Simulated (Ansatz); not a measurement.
# Nb3Sn: the cost of one run

Computed with Ansatz 0.2.0 (DFT PBE, scalar-relativistic, plane waves, PAW, unless a step's input says otherwise).

1 further run of the same task is left out (set aside as unsound or not needed).

### Step 1. The system as given

Symmetry: Pm-3n, No. 223, cubic system. Conventional cell: a = 5.319 Å, b = 5.319 Å, c = 5.319 Å, α = 90.00°, β = 90.00°, γ = 90.00°. Nb (site symmetry -4m2) has 2 Nb at 2.66 Å and 4 Sn at 2.97 Å as nearest neighbours. Sn (site symmetry m-3) is surrounded by 12 Nb at 2.97 Å.

As a file:

```
CELL_PARAMETERS angstrom
5.31914 0.00000 0.00000
0.00000 5.31914 0.00000
0.00000 0.00000 5.31914
ATOMIC_POSITIONS crystal
Nb 0.25000 0.00000 0.50000
Nb 0.50000 0.75000 0.00000
Nb 0.75000 0.00000 0.50000
Nb 0.50000 0.25000 0.00000
Nb 0.00000 0.50000 0.75000
Nb 0.00000 0.50000 0.25000
Sn 0.00000 0.00000 0.00000
Sn 0.50000 0.50000 0.50000
```

This cell was relaxed beforehand with the same method: volume 18.81 Å³/atom, gap on the mesh none (metal).

### Step 2. Tight relaxation for the response runs, with the smearing for a metal

Response functions are second derivatives at a minimum, so forces and stress are first brought close to zero on the mesh and occupations that the response runs use.

Contents of input.yaml:

```yaml
crystal:
  lattice:
    - [5.3191375883, 0.0, 0.0]
    - [0.0, 5.3191375883, 0.0]
    - [0.0, 0.0, 5.3191375883]
  atoms:
    - { symbol: Nb, position: [0.25, 0.0, 0.5] }
    - { symbol: Nb, position: [0.5, 0.75, 0.0] }
    - { symbol: Nb, position: [0.75, 0.0, 0.5] }
    - { symbol: Nb, position: [0.5, 0.25, 0.0] }
    - { symbol: Nb, position: [0.0, 0.5, 0.75] }
    - { symbol: Nb, position: [0.0, 0.5, 0.25] }
    - { symbol: Sn, position: [0.0, 0.0, 0.0] }
    - { symbol: Sn, position: [0.5, 0.5, 0.5] }
basis:
  ecutwfc: 420
kpoints:
  mp_grid: { grid: [8, 8, 8] }
hamiltonian:
  xc: pbe
scf:
  occupations: { method: fermi_dirac, width: 0.15 }
output:
  forces: true
  stress: true
  eigenvalues: true
relax:
  adjacent_minimum: "off"
  f_tol: 0.001
  max_steps: 60
  cell: { stress_tol: 0.01 }
```

On the command line:

```
ansatz run input.yaml --threads 4 --pin off --max-ram 10240MiB --backend cpu --events-out ev --progress --plain --runs-dir out
```

**Question.** How long does this run take on 4 threads of Intel Xeon Platinum 8488C (Sapphire Rapids), shared host, and how much memory does it need?

About 17 s, with a peak of 0.78 GiB.
